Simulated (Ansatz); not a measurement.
# AlClGaH5OSi: small, medium and large basis sets

The task here is to estimate one member of a computed series from the others.

Program: Ansatz 0.2.0, Gaussian basis. Level of theory: one geometry, several basis sets. These are calculated values, not measurements.

The runs, in order: PBE0-D4/def2-SVP; ωB97M-V/def2-SVP; PBE0-D4/def2-QZVPP; ωB97M-V/def2-QZVPP; the functionals' def2-TZVPP values are taken from earlier runs.

## The relaxed structure

The geometry comes from an earlier relaxation with PBE0-D4 in a triple-zeta def2 set; it is a stationary point, not always the lowest conformer.

SMILES `[SiH3][O][Al]([Cl])[GaH2]`, 10 atoms, charge 0, spin multiplicity 1.

Atoms are counted from 1 here; the program's logs count them from 0.

Bond lengths: Si1–O2 1.630 Å, Si1–H6 1.487 Å, Si1–H7 1.487 Å, Si1–H8 1.486 Å, O2–Al3 1.681 Å, Al3–Cl4 2.107 Å, Al3–Ga5 2.498 Å, Ga5–H9 1.573 Å, Ga5–H10 1.573 Å. Angles: O2–Si1–H6 110.3°, O2–Si1–H7 110.4°, O2–Si1–H8 109.3°, H6–Si1–H7 109.0°, H6–Si1–H8 109.0°, H7–Si1–H8 108.9°, Si1–O2–Al3 160.9°, O2–Al3–Cl4 117.2°, O2–Al3–Ga5 122.0°, Cl4–Al3–Ga5 120.8°, Al3–Ga5–H9 121.5°, Al3–Ga5–H10 121.4°, H9–Ga5–H10 117.1°.

The first run:

Input file in.yaml:

```yaml
crystal:
  periodic: [false, false, false]
  atoms:
    - {symbol: Si, position_ang: [1.142280, -1.528190, 1.394421]}
    - {symbol: O, position_ang: [0.335884, -0.522416, 0.396400]}
    - {symbol: Al, position_ang: [-0.606440, 0.028326, -0.881470]}
    - {symbol: Cl, position_ang: [-1.346389, -1.416794, -2.224825]}
    - {symbol: Ga, position_ang: [-1.122632, 2.452207, -1.198596]}
    - {symbol: H, position_ang: [2.252685, -2.196009, 0.665376]}
    - {symbol: H, position_ang: [0.225469, -2.566136, 1.935554]}
    - {symbol: H, position_ang: [1.707653, -0.747022, 2.525638]}
    - {symbol: H, position_ang: [-2.400658, 3.110459, -0.559056]}
    - {symbol: H, position_ang: [-0.187820, 3.385574, -2.053432]}
basis:
  gaussian: {orbitals: def2-SVP}
hamiltonian: {xc: pbe0, dispersion: d4}
output: {orbitals: {seedname: orbitals}}
```

Among the steps run: PBE0-D4 in def2-SVP; ωB97M-V in def2-SVP; PBE0-D4 in def2-QZVPP; ωB97M-V in def2-QZVPP.

One of the session's tables, all rows but one given; the rest of the session is left out.

It belongs to the step «Density functionals: the series». 

```
functional       basis  HOMO (eV)  LUMO (eV)
   PBE0-D4    def2-SVP      -7.55      -2.36
   PBE0-D4  def2-TZVPP          ?          ?
   PBE0-D4  def2-QZVPP      -7.62      -2.42
   ωB97M-V    def2-SVP      -9.49      -0.60
   ωB97M-V  def2-TZVPP      -9.59      -0.67
   ωB97M-V  def2-QZVPP      -9.60      -0.77
```

**Question.** Estimate the row for PBE0-D4, def2-TZVPP.

**Answer.** HOMO (eV): -7.61; LUMO (eV): -2.41. In the column «HOMO (eV)» it lies between PBE0-D4, def2-QZVPP (-7.62) and PBE0-D4, def2-SVP (-7.55).
